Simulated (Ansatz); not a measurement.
# C2H6AlFO: the cost of one run

All numbers below are computed with Ansatz 0.2.0 (RKS PBE/def2-SVP).

### 1 The starting structure

Bond lengths: O1–C2 1.385 Å, C2–Al3 1.980 Å, Al3–C4 2.022 Å, C4–F5 1.410 Å, O1–H6 1.014 Å, C2–H7 1.106 Å, C2–H8 1.130 Å, Al3–H9 1.632 Å, C4–H10 1.038 Å, C4–H11 1.121 Å. Angles (14 of 16 angles, heavy atoms first): O1–C2–Al3 107.7°, C2–Al3–C4 122.1°, Al3–C4–F5 106.6°, O1–C2–H7 114.8°, O1–C2–H8 110.9°, Al3–C2–H7 108.8°, Al3–C2–H8 107.5°, C2–O1–H6 105.2°, C2–Al3–H9 118.8°, C4–Al3–H9 119.0°, Al3–C4–H10 110.7°, Al3–C4–H11 105.0°, F5–C4–H10 112.8°, F5–C4–H11 106.1°.

Coordinates:

```xyz
11

O    -1.9600   -0.1316    1.4495
C    -0.8895    0.6633    1.0731
Al    0.5211   -0.5254    0.3535
C     1.3171   -0.2554   -1.4858
F     0.5836    0.7841   -2.0939
H    -2.4678   -0.3176    0.5915
H    -1.1276    1.4322    0.3147
H    -0.4549    1.2041    1.9647
H     1.1501   -1.6754    1.3259
H     2.3322   -0.0467   -1.4202
H     1.0611   -1.1886   -2.0523
```

### 2 End point A

Input file input.yaml:

```yaml
crystal:
  periodic: [false, false, false]
  atoms:
    - { symbol: O, position_ang: [-1.96, -0.1316, 1.4495] }
    - { symbol: C, position_ang: [-0.8895, 0.6633, 1.0731] }
    - { symbol: Al, position_ang: [0.5211, -0.5254, 0.3535] }
    - { symbol: C, position_ang: [1.3171, -0.2554, -1.4858] }
    - { symbol: F, position_ang: [0.5836, 0.7841, -2.0939] }
    - { symbol: H, position_ang: [-2.4678, -0.3176, 0.5915] }
    - { symbol: H, position_ang: [-1.1276, 1.4322, 0.3147] }
    - { symbol: H, position_ang: [-0.4549, 1.2041, 1.9647] }
    - { symbol: H, position_ang: [1.1501, -1.6754, 1.3259] }
    - { symbol: H, position_ang: [2.3322, -0.0467, -1.4202] }
    - { symbol: H, position_ang: [1.0611, -1.1886, -2.0523] }
basis:
  gaussian: { orbitals: def2-SVP }
hamiltonian:
  xc: pbe
relax:
  f_tol: 0.02
  max_steps: 50
output:
  orbitals: {}
```

Started as:

```console
> ansatz run input.yaml --threads 2 --pin off --max-ram 3072MiB --backend cpu --events-out ev --progress --plain --runs-dir out
```

**Question.** How long does this run take on 2 threads of Intel Xeon Platinum 8488C (Sapphire Rapids), shared host, and how much memory does it need?

About 34 s, with a peak of 0.17 GiB.
